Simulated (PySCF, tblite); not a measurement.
# C6H8B radical: geometry, infrared bands and EPR parameters

What infrared bands and EPR parameters should C6H8B radical (`C=C1C=C(C)[B]C1`) show?

Computed with tblite 0.8.0 and PySCF 2.14.0, with density-fitted response routines of our own, on a single molecule in the gas phase. Atoms are numbered from 0 throughout.

## (1) The molecule as given

15 atoms, charge 0, multiplicity 2; geometry from: force field or distance geometry start.

Bonds of the start (Å): C0–C1 1.31, C1–C2 1.47, C2–C3 1.31, C3–C4 1.49, C3–B5 1.57, B5–C6 1.59, C6–C1 1.50, C0–H7 1.08, C0–H8 1.08, C2–H9 1.08, C4–H10 1.10, C4–H11 1.11, C4–H12 1.11, C6–H13 1.11, C6–H14 1.10.

## (2) Geometry optimisation with GFN2-xTB

The job: settings as JSON, then the geometry in Å.

```
{"job": {"kind": "relax", "xc": "GFN2-xTB", "basis": "xTB"}, "charge": 0, "multiplicity": 2}
C     -2.233400     0.886000    -0.533600
C     -1.172500     0.207800    -0.160000
C      0.214600     0.644100    -0.373500
C      1.073000    -0.223500     0.089000
C      2.554900    -0.041600     0.098500
B      0.317300    -1.420700     0.762800
C     -1.223800    -1.104900     0.561900
H     -3.229300     0.512100    -0.329900
H     -2.133400     1.832700    -1.046000
H      0.478600     1.577400    -0.852200
H      2.849500     0.585500     0.956000
H      2.872100     0.456700    -0.846300
H      3.064600    -1.020500     0.171200
H     -1.729900    -1.006100     1.544100
H     -1.706600    -1.876900    -0.063900
```

Run with:

```
$ OMP_NUM_THREADS=1 python probes_run.py task.json out
```

This one command runs all jobs of the session in turn.

The program printed:

```text
step      E/eV     max force
  0    -489.72740    3.344
  1    -489.83113    1.951
  2    -489.87602    0.606
  3    -489.89601    0.377
  4    -489.91272    0.491
  5    -489.92615    0.399
  6    -489.93462    0.320
  7    -489.94520    0.445
  8    -489.95973    0.577
  9    -489.97605    0.572
 10    -489.99218    0.362
 11    -490.00465    0.262
 12    -490.01312    0.327
 13    -490.01961    0.278
 14    -490.02484    0.220
 15    -490.02935    0.209
 16    -490.03379    0.277
 17    -490.03837    0.286
 18    -490.04293    0.164
 19    -490.04723    0.153
 20    -490.05136    0.207
 21    -490.05517    0.233
 22    -490.05835    0.146
 23    -490.06110    0.134
 24    -490.06384    0.147
 25    -490.06672    0.179
 26    -490.06937    0.127
 27    -490.07140    0.123
 28    -490.07293    0.128
 29    -490.07422    0.138
 30    -490.07527    0.087
 31    -490.07603    0.061
 32    -490.07649    0.050
 33    -490.07679    0.049
 34    -490.07703    0.045
 35    -490.07728    0.037
 36    -490.07751    0.049
 37    -490.07773    0.051
 38    -490.07789    0.034
 39    -490.07802    0.035
 40    -490.07813    0.034
 41    -490.07827    0.039
 42    -490.07844    0.036
 43    -490.07862    0.036
 44    -490.07877    0.043
 45    -490.07887    0.028
 46    -490.07894    0.025
 47    -490.07900    0.025
 48    -490.07905    0.023
 49    -490.07910    0.020
 50    -490.07915    0.016
 51    -490.07920    0.015
 52    -490.07925    0.024
 53    -490.07929    0.022
 54    -490.07933    0.014
 55    -490.07936    0.014
 56    -490.07940    0.015
 57    -490.07943    0.020
 58    -490.07946    0.015
 59    -490.07949    0.014
 60    -490.07951    0.013
 61    -490.07952    0.010
 62    -490.07953    0.008
```

It took 0.56 s on 1 thread of Intel Xeon Platinum 8259CL at 2.50GHz, shared host; peak memory 0.18 GiB.

Relaxation path: (not every step is listed)

| step | energy from step 0 (eV) | largest force (eV/Å) |
| --- | --- | --- |
| 0 | 0.0000 | 3.3440 |
| 1 | -0.1037 | 1.9508 |
| 2 | -0.1486 | 0.6064 |
| 3 | -0.1686 | 0.3765 |
| 4 | -0.1853 | 0.4905 |
| 5 | -0.1988 | 0.3993 |
| 6 | -0.2072 | 0.3201 |
| 7 | -0.2178 | 0.4445 |
| 8 | -0.2323 | 0.5774 |
| 12 | -0.2857 | 0.3269 |
| 16 | -0.3064 | 0.2766 |
| 20 | -0.3240 | 0.2069 |
| 24 | -0.3364 | 0.1470 |
| 28 | -0.3455 | 0.1276 |
| 32 | -0.3491 | 0.0503 |
| 36 | -0.3501 | 0.0494 |
| 40 | -0.3507 | 0.0344 |
| 44 | -0.3514 | 0.0426 |
| 48 | -0.3517 | 0.0234 |
| 52 | -0.3519 | 0.0244 |
| 56 | -0.3520 | 0.0151 |
| 57 | -0.3520 | 0.0195 |
| 58 | -0.3521 | 0.0153 |
| 59 | -0.3521 | 0.0138 |
| 60 | -0.3521 | 0.0129 |
| 61 | -0.3521 | 0.0100 |
| 62 | -0.3521 | 0.0077 |

Close pairs (by a distance rule), those that changed most:

| bond | before (Å) | after (Å) | change (Å) |
| --- | --- | --- | --- |
| C3–B5 | 1.568 | 1.476 | -0.092 |
| C2–C3 | 1.305 | 1.389 | +0.084 |
| C1–C2 | 1.470 | 1.433 | -0.037 |
| C0–C1 | 1.313 | 1.341 | +0.027 |
| C4–H11 | 1.114 | 1.088 | -0.026 |
| B5–C6 | 1.586 | 1.560 | -0.026 |
| C1–C6 | 1.499 | 1.521 | +0.022 |
| C6–H13 | 1.109 | 1.090 | -0.020 |

The end geometry stands in the next job.

## (3) Infrared spectrum with GFN2-xTB

The job: settings as JSON, then the geometry in Å.

```
{"job": {"kind": "ir", "xc": "GFN2-xTB", "basis": "xTB"}, "charge": 0, "multiplicity": 2}
C     -2.256483     0.915376    -0.515994
C     -1.175998     0.200404    -0.171327
C      0.189047     0.595966    -0.355235
C      1.123699    -0.268091     0.201712
C      2.598102    -0.071106     0.057799
B      0.258537    -1.099823     1.060664
C     -1.227880    -1.117400     0.586960
H     -3.255129     0.552850    -0.344990
H     -2.163776     1.892751    -0.958184
H      0.446144     1.506789    -0.876834
H      2.986393     0.526912     0.883730
H      2.829050     0.446304    -0.871549
H      3.117015    -1.028405     0.067639
H     -2.032484    -1.111365     1.321670
H     -1.440651    -1.933175    -0.107975
```

The program printed:

```text
mode    cm-1     km/mol
  1      29.6      0.03
  2     151.1      0.34
  3     202.4      2.34
  4     265.1      1.43
  5     388.9     22.26
  6     397.9      0.25
  7     432.7      5.19
  8     520.2     10.02
  9     562.7      0.57
 10     634.6      0.25
 11     771.1     44.48
 12     795.5     21.42
 13     818.7     36.21
 14     828.5     30.41
 15     875.5      2.47
 16     948.3      3.85
 17    1009.5      9.17
 18    1025.2     10.95
 19    1041.1      5.55
 20    1065.5     36.33
 21    1152.4     13.99
 22    1193.2      1.72
 23    1242.1     55.28
 24    1298.8     10.29
 25    1401.5      1.24
 26    1406.9      1.07
 27    1441.8     10.64
 28    1481.6      8.31
 29    1486.9      5.10
 30    1501.9     12.93
 31    1618.3     31.37
 32    2951.7     24.37
 33    2984.7     36.05
 34    2999.5     35.61
 35    3018.7     37.56
 36    3025.5     27.26
 37    3060.8     23.43
 38    3101.3      9.33
 39    3129.9     41.78
```

Wall time 0.65 s (1 thread of Intel Xeon Platinum 8259CL at 2.50GHz, shared host); peak memory 0.18 GiB.

Which atoms move in the most intense modes:

| cm⁻¹ | km/mol | atoms |
| --- | --- | --- |
| 771 | 44.5 | C6 22 %, H13 19 %, B5 12 %, C4 11 % |
| 819 | 36.2 | H7 38 %, H8 31 %, C0 21 % |
| 1066 | 36.3 | B5 38 %, C6 19 %, H11 13 %, C4 11 % |
| 1242 | 55.3 | C3 28 %, C2 19 %, B5 12 %, C6 11 % |
| 2985 | 36.0 | H10 89 % |
| 3000 | 35.6 | H13 88 % |
| 3019 | 37.6 | H12 86 % |
| 3130 | 41.8 | H7 62 %, H8 28 % |

## (4) EPR parameters: B3LYP/pcH-1

Same as in step 3 but for these lines:

```diff
@@ -1,2 +1,2 @@
-{"job": {"kind": "ir", "xc": "GFN2-xTB", "basis": "xTB"}, "charge": 0, "multiplicity": 2}
+{"job": {"kind": "epr", "basis": "pcH-1"}, "charge": 0, "multiplicity": 2}
 C     -2.256483     0.915376    -0.515994
```

Method: UKS B3LYP, pcH-1 on B C H, non-relativistic, mean-field spin-orbit, GIAO.

The program printed:

```text
UKS, coarse grid
  cycle   1  E = -258.14329736  |g| = 3.50e-01
  cycle   2  E = -258.11201163  |g| = 4.30e-01
  cycle   3  E = -258.21397374  |g| = 6.41e-02
  cycle   4  E = -258.21551989  |g| = 5.68e-02
  cycle   5  E = -258.21750860  |g| = 1.54e-02
  cycle   6  E = -258.21769000  |g| = 6.50e-03
  cycle   7  E = -258.21774789  |g| = 4.02e-03
  cycle   8  E = -258.21776888  |g| = 1.86e-03
  cycle   9  E = -258.21777454  |g| = 1.01e-03
  cycle  10  E = -258.21777689  |g| = 5.59e-04
UKS, final grid
  cycle   1  E = -258.21776797  |g| = 6.79e-04
  cycle   2  E = -258.21776780  |g| = 1.20e-03
  cycle   3  E = -258.21776858  |g| = 2.14e-04
  cycle   4  E = -258.21776867  |g| = 1.82e-04
  cycle   5  E = -258.21776885  |g| = 7.46e-05
  cycle   6  E = -258.21776886  |g| = 3.28e-05
  cycle   7  E = -258.21776886  |g| = 2.20e-05
E = -258.21776886 Eh   <S^2> = 0.7554 (exact 0.7500)
g shifts (ppm)      1          2          3
  rmc          -107       -107       -107
  gc             13         22         -8
  oz_so        -380        -22        102
  total        -473       -106        -13
hyperfine (MHz)  atom isotope    a_iso     a_fc   dipolar eigenvalues
    0   13C      11.62      11.62     -7.39     -6.52     13.91
    1   13C      24.17      24.17     -7.66      0.90      6.77
    2   13C      35.53      35.53     -7.72     -6.62     14.34
    3   13C      37.98      37.98    -13.84     -0.54     14.38
    4   13C       7.85       7.85     -0.89     -0.70      1.58
    5   11B     334.53     334.53    -39.85    -39.47     79.32
    6   13C      46.96      46.96     -5.01     -3.33      8.33
    7    1H      -4.82      -4.82     -2.85     -0.96      3.81
    8    1H      -0.51      -0.51     -3.08     -0.97      4.05
    9    1H      10.28      10.28     -4.09     -1.50      5.59
   10    1H      -6.45      -6.45     -2.17     -1.55      3.71
   11    1H      -3.03      -3.03     -1.50     -0.93      2.43
   12    1H      -0.06      -0.06     -2.41     -1.92      4.33
   13    1H      14.18      14.18     -4.82     -3.98      8.79
   14    1H      -2.35      -2.35     -4.69     -2.67      7.36
```

Run time: 66 s. Hardware: 1 thread of Intel Xeon Platinum 8259CL at 2.50GHz, shared host; peak memory 0.95 GiB.

Principal g values 2.00185, 2.00221, 2.00231; g(iso) = 2.00212, against 2.00232 for a free electron.

Mean a(iso) over the nuclei that a row names, and the largest dipolar term of the row (other rows stand at the frozen geometry):

| nuclei | isotope | a(iso) (MHz) | a(iso) (G, at g = 2.0023) | largest dipolar term (MHz) |
| --- | --- | --- | --- | --- |
| B5 | 11B | 334.5 | 119.4 | 79.3 |
| C6 | 13C | 47.0 | 16.8 | 8.3 |
| C3 | 13C | 38.0 | 13.6 | 14.4 |
| C2 | 13C | 35.5 | 12.7 | 14.3 |
| C1 | 13C | 24.2 | 8.6 | -7.7 |
| C0 | 13C | 11.6 | 4.1 | 13.9 |
| H9 | 1H | 10.3 | 3.7 | 5.6 |
| C4 | 13C | 7.9 | 2.8 | 1.6 |
| H13, H14 | 1H | 5.9 | 2.1 | 8.8 |
| H7 | 1H | -4.8 | -1.7 | 3.8 |
| H10, H11, H12 | 1H | -3.2 | -1.1 | 4.3 |
| H8 | 1H | -0.5 | -0.2 | 4.0 |

Mulliken spin populations:

C0 0.09; C1 -0.02; C2 0.09; C3 -0.07; C4 0.01; B5 0.92; C6 -0.02; H7 0.00; H8 0.00; H9 0.00; H10 0.00; H11 0.00; H12 0.00; H13 0.00; H14 0.00

In first order the couplings over 0.8 MHz of 11B, 1H give 192 distinct lines over 371.1 G, if the averaged nuclei exchange fast; the same motion can average rows kept apart here too.

Orbitals, density, ELF and potential are computed afterwards from the orbital file.

ELF in a plane through or near 9 of the atoms.

Ten even steps from ' ' (0.00) to '@' (1.00):
```
                                                        
                                                        
                                                        
                      ..====..    ::##%%**..            
                      **@@@@##    **@@@@@@++            
            ::==..    %%@@@@@@..  ##@@@@@@++            
          ::**%%**    ##@@@@@@::  ++@@@@%%--            
          ::##%%%%::  --%%%%##--..====--******==        
          ::**##**==--******==@@--%%++..%%@@@@@@++      
          ::==--::%%##++%%==##%%@@::##++@@@@@@@@++      
        ::++##::..@@==**====::++--++--..++@@@@@@::      
        ++%%@@%%++**++==%%==..**@@%%--    ::==::        
      ..**@@@@%%::..**@@++..%%**++--**==..              
        ::**##--    ==**  ..%%##::++%%##--              
          ....    ..++**++==##**==**##**--              
                  ::##%%##**--......::::..              
                  ::**####++..                          
                    --++++::                            
                                                        
                                                        
```
The map spans 11.8 Å across and 9.2 Å up, centred on the molecule. Atoms in the plane (x, y in Å): C0 (2.3, 0.9), C1 (1.2, 0.2), C2 (-0.1, 0.7), C3 (-1.1, -0.3), C4 (-2.6, 0.1), C6 (1.1, -1.3), H7 (3.3, 0.4), H8 (2.3, 2.0), H9 (-0.3, 1.8).

log10 of the density (e/Å³) in the same plane.

Ten even steps from '0' (-4.0) to '9' (1.6):
```
0000000000000000000000000000
0000000000000000000000000000
0000000000011111112221000000
0000000001123322233332100000
0000011222234443345543210000
0001223333456654456765321000
0001234554457765567765432100
0012345665567776667876542100
0012456776667977777877643100
0013456887777777987777643100
0023457777797667776555542100
0013456766777666776544432000
0012455555667777976543210000
0002344444566677876543210000
0001223334455666666543100000
0000011123444554444432100000
0000000122334433333321000000
0000000011223322222110000000
0000000000111111000000000000
0000000000000000000000000000
```
The map spans 11.8 Å across and 9.2 Å up, centred on the molecule. Atoms in the plane (x, y in Å): C0 (2.3, 0.9), C1 (1.2, 0.2), C2 (-0.1, 0.7), C3 (-1.1, -0.3), C4 (-2.6, 0.1), C6 (1.1, -1.3), H7 (3.3, 0.4), H8 (2.3, 2.0), H9 (-0.3, 1.8).

On the surface of density 0.002 e/bohr³ the electrostatic potential runs, from the 1st to the 99th percentile, from -0.86 V near B5 to 0.89 V near H9.

The spin density lies nearest to B5 71 %.

## (5) Results

```
                                                                  quantity                 value
                                 strongest single infrared mode (GFN2-xTB)  1242 cm⁻¹, 55 km/mol
                                              zero-point energy (GFN2-xTB)         74.7 kcal/mol
                                                            g(iso) (B3LYP)               2.00212
                                                                      ⟨S²⟩    0.755 (exact 0.75)
                                        largest a(iso) (averaged by class)  11B on B5, 334.5 MHz
potential on the surface of density 0.002 e/bohr³, 1st and 99th percentile    -0.86 V and 0.89 V
```

**Reading.** The optimisation took 62 steps and gained 0.352 eV; among the close pairs (by a distance rule), C3–B5 changed most, from 1.568 to 1.476 Å. All 39 modes are real, so the xTB geometry is a minimum. The strongest single mode, at 1242 cm⁻¹, is carried by C3, C2, B5, C6. GFN2-xTB is a fitted tight-binding method: band positions and strengths are rough. Its intensities can rank the bands wrongly. Most of the unpaired spin sits on B5 (0.92 e). The isotropic g lies 0.2 ppt below the free-electron value. The conformer search found further structures of the same energy, which may be mirror or relabelled copies of this one.
